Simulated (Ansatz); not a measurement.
**C2H10AlNSi: one species, many methods**

An exercise on one series of results from a longer session: the logs are not shown, and one member is left open.

Computed with Ansatz 0.2.0, Gaussian basis. Level: functionals in def2-TZVPP, the program's frozen cores in correlated methods.

Plan: PBE-D4, r2SCAN-D4, PBE0-D4, B3LYP-D4, ωB97X-V, ωB97M-V, B2PLYP; CCSD(T)/def2-TZVPP; MP2/def2-QZVPP; extrapolation to the limit.

## The relaxed structure

An earlier PBE0-D4 in a triple-zeta def2 set relaxation fixed the geometry.

15 atoms, charge 0, spin multiplicity 1.

Atoms are counted from 1 here; the program's logs count them from 0.

Bond lengths: C1–N2 1.447 Å, C1–H6 1.092 Å, C1–H7 1.097 Å, C1–H8 1.097 Å, N2–Al3 1.773 Å, N2–H9 1.010 Å, Al3–C4 1.953 Å, Al3–Si5 2.457 Å, C4–H10 1.095 Å, C4–H11 1.095 Å, C4–H12 1.093 Å, Si5–H13 1.494 Å, Si5–H14 1.494 Å, Si5–H15 1.492 Å. Angles: N2–C1–H6 109.9°, N2–C1–H7 112.4°, N2–C1–H8 112.4°, H6–C1–H7 107.2°, H6–C1–H8 107.2°, H7–C1–H8 107.6°, C1–N2–Al3 129.7°, C1–N2–H9 111.6°, Al3–N2–H9 118.7°, N2–Al3–C4 118.7°, N2–Al3–Si5 117.7°, C4–Al3–Si5 123.7°, Al3–C4–H10 111.1°, Al3–C4–H11 111.1°, Al3–C4–H12 112.5°, H10–C4–H11 106.5°, H10–C4–H12 107.7°, H11–C4–H12 107.7° and more.

The first run:

in.yaml

```yaml
crystal:
  periodic: [false, false, false]
  atoms:
    - {symbol: C, position_ang: [-1.540951, -0.655746, 1.727883]}
    - {symbol: N, position_ang: [-0.409958, -1.059091, 0.921188]}
    - {symbol: Al, position_ang: [0.464479, -0.162571, -0.333994]}
    - {symbol: C, position_ang: [1.966117, -1.030700, -1.232021]}
    - {symbol: Si, position_ang: [-0.293093, 2.118252, -0.843387]}
    - {symbol: H, position_ang: [-1.839245, 0.362387, 1.467150]}
    - {symbol: H, position_ang: [-2.415286, -1.299194, 1.572271]}
    - {symbol: H, position_ang: [-1.311738, -0.661373, 2.800309]}
    - {symbol: H, position_ang: [-0.111732, -1.998536, 1.143193]}
    - {symbol: H, position_ang: [2.890150, -0.459828, -1.095193]}
    - {symbol: H, position_ang: [1.796034, -1.094088, -2.311608]}
    - {symbol: H, position_ang: [2.143919, -2.044615, -0.863270]}
    - {symbol: H, position_ang: [0.796552, 3.116644, -0.627791]}
    - {symbol: H, position_ang: [-0.701867, 2.250759, -2.273766]}
    - {symbol: H, position_ang: [-1.455080, 2.566899, -0.021564]}
basis:
  gaussian: {orbitals: def2-TZVPP}
hamiltonian: {xc: pbe, dispersion: d4}
output: {forces: true, orbitals: {seedname: orbitals}}
```

On the command line:

```
$ ansatz run in.yaml --threads 4 --pin off --events-out ev --progress --plain --max-ram 10444MiB
```

Among the steps run: PBE-D4 (GGA); r2SCAN-D4 (meta-GGA); PBE0-D4 (hybrid); B3LYP-D4 (hybrid); ωB97X-V (range-separated); ωB97M-V (range-separated); B2PLYP (double hybrid); CCSD(T) in def2-TZVPP; MP2 in def2-QZVPP.

One of the session's tables, all rows but one given; the rest of the session is left out.

```
            method  atomisation energy (eV)
            PBE-D4                   53.480
         r2SCAN-D4                   53.088
           PBE0-D4                   52.950
          B3LYP-D4                   53.186
           ωB97X-V                   53.337
           ωB97M-V                   53.184
            B2PLYP                   52.491
     HF/def2-TZVPP                        ?
    MP2/def2-TZVPP                   51.895
   CCSD/def2-TZVPP                   51.213
CCSD(T)/def2-TZVPP                   51.806
           MP2/CBS                   53.205
       CCSD(T)/CBS                   53.117
```

Q: Estimate the row for HF/def2-TZVPP from the others.

As computed: atomisation energy (eV): 39.408. In the column «atomisation energy (eV)» it is the lowest.
